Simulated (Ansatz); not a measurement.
# PtSe2 (Sudovikovite): the cost of one run

Computed with Ansatz 0.2.0 (DFT PBE, scalar-relativistic, plane waves, PAW, unless a step's input says otherwise).

The COD entry's cell or inner coordinates are ideal or old and differ from later refinements, so a difference from it is no clean test against experiment.

The runs add the D3(BJ) dispersion term to the functional named.

**1. The starting structure**

It takes space group P-3m1 (No. 164, trigonal). Conventional cell: a = 3.772 Å, b = 3.772 Å, c = 4.821 Å, α = 90.00°, β = 90.00°, γ = 120.00°. Around Pt (site symmetry -3m) lie 6 Se at 2.53 Å. Around Se (site symmetry 3m) lie 3 Pt at 2.53 Å.

As a file:

```cif
data_structure
_symmetry_space_group_name_H-M 'P 1'
_symmetry_Int_Tables_number 1
_cell_length_a 3.7722
_cell_length_b 3.7722
_cell_length_c 4.8212
_cell_angle_alpha 90.000
_cell_angle_beta 90.000
_cell_angle_gamma 120.000
_cell_volume 59.41
loop_
_atom_site_label
_atom_site_type_symbol
_atom_site_fract_x
_atom_site_fract_y
_atom_site_fract_z
_atom_site_occupancy
Pt1 Pt 0.00000 0.00000 0.00000 1
Se1 Se 0.33333 0.66667 0.26538 1
Se2 Se 0.66667 0.33333 0.73462 1
```

This cell comes from an earlier session at PBE: 19.803 Å³/atom at 0.00 GPa, on a 10×10×8 mesh.

**2. Field gradients and densities at the nuclei**

File input.yaml:

```yaml
crystal:
  lattice:
    - [3.7721514363, 0.0, 0.0]
    - [-1.8860757182, 3.2667789708, 0.0]
    - [0.0, 0.0, 4.821184408]
  atoms:
    - { symbol: Pt, position: [0.0, 0.0, 0.0] }
    - { symbol: Se, position: [0.3333333333, 0.6666666667, 0.2653814772] }
    - { symbol: Se, position: [0.6666666667, 0.3333333333, 0.7346185228] }
basis:
  ecutwfc: 420
  ecutrho_ratio: 4
kpoints:
  mp_grid: { grid: [10, 10, 8] }
hamiltonian:
  xc: pbe
  dispersion: d3bj
scf:
  occupations: { method: gaussian, width: 0.05 }
output:
  forces: true
  stress: true
  eigenvalues: true
  efg: { contact_densities: true }
```

Launch:

```bash
ansatz run input.yaml --threads 2 --pin off --max-ram 5120MiB --backend cpu --events-out ev --progress --plain --runs-dir out
```

What time and memory should one allow on 2 threads of Intel Xeon at 2.50GHz (Skylake/Cascade Lake), shared host?

About 11 s, with a peak of 0.51 GiB.
